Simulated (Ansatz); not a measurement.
# CuW3: the cost of one run

Method: DFT PBE, scalar-relativistic, plane waves, PAW, in Ansatz 0.2.0.

### Step 1. Starting point

The structure is orthorhombic, space group Pmmn (No. 59). Conventional cell: a = 4.452 Å, b = 5.537 Å, c = 4.684 Å, α = 90.00°, β = 90.00°, γ = 90.00°. Around Cu (site symmetry mm2) lie 12 W at 2.71 to 2.77 Å. W (site symmetry m) is surrounded by 4 Cu at 2.71 to 2.73 Å and 8 W at 2.71 to 2.77 Å. Around W (site symmetry mm2) lie 8 W at 2.71 to 2.73 Å and 4 Cu at 2.74 to 2.77 Å.

Coordinates:

```cif
data_structure
_symmetry_space_group_name_H-M 'P 1'
_symmetry_Int_Tables_number 1
_cell_length_a 4.4515
_cell_length_b 5.5372
_cell_length_c 4.6844
_cell_angle_alpha 90.000
_cell_angle_beta 90.000
_cell_angle_gamma 90.000
_cell_volume 115.46
loop_
_atom_site_label
_atom_site_type_symbol
_atom_site_fract_x
_atom_site_fract_y
_atom_site_fract_z
_atom_site_occupancy
Cu1 Cu 0.00000 0.00000 0.67000 1
Cu2 Cu 0.50000 0.50000 0.33000 1
W1 W 0.00000 0.25000 0.16700 1
W2 W 0.00000 0.75000 0.16700 1
W3 W 0.50000 0.75000 0.83300 1
W4 W 0.50000 0.25000 0.83300 1
W5 W 0.50000 0.00000 0.33000 1
W6 W 0.00000 0.50000 0.67000 1
```

(A quick probe on a coarse mesh, which set the mesh and smearing, is not shown.)

### Step 3. A loose first relaxation

File input.yaml:

```yaml
crystal:
  lattice:
    - [4.4515006365, 0.0, 0.0]
    - [0.0, 5.5372072554, 0.0]
    - [0.0, 0.0, 4.6843738389]
  atoms:
    - { symbol: Cu, position: [0.0, 0.0, 0.67] }
    - { symbol: Cu, position: [0.5, 0.5, 0.33] }
    - { symbol: W, position: [0.0, 0.25, 0.167] }
    - { symbol: W, position: [0.0, 0.75, 0.167] }
    - { symbol: W, position: [0.5, 0.75, 0.833] }
    - { symbol: W, position: [0.5, 0.25, 0.833] }
    - { symbol: W, position: [0.5, 0.0, 0.33] }
    - { symbol: W, position: [0.0, 0.5, 0.67] }
basis:
  ecutwfc: 420
kpoints:
  mp_grid: { grid: [4, 4, 4] }
hamiltonian:
  xc: pbe
scf:
  occupations: { method: gaussian, width: 0.1 }
  lower_state_search: "off"
output:
  forces: true
  stress: true
  eigenvalues: true
relax:
  adjacent_minimum: "off"
  f_tol: 0.04
  max_steps: 70
  cell: { stress_tol: 0.4 }
```

Command:

```bash
ansatz run input.yaml --threads 1 --pin off --max-ram 2560MiB --backend cpu --events-out ev --progress --plain --runs-dir out
```

What time and memory should one allow on 1 thread of an x86-64 CPU, shared host?

About 4.5 min, with a peak of 0.54 GiB.
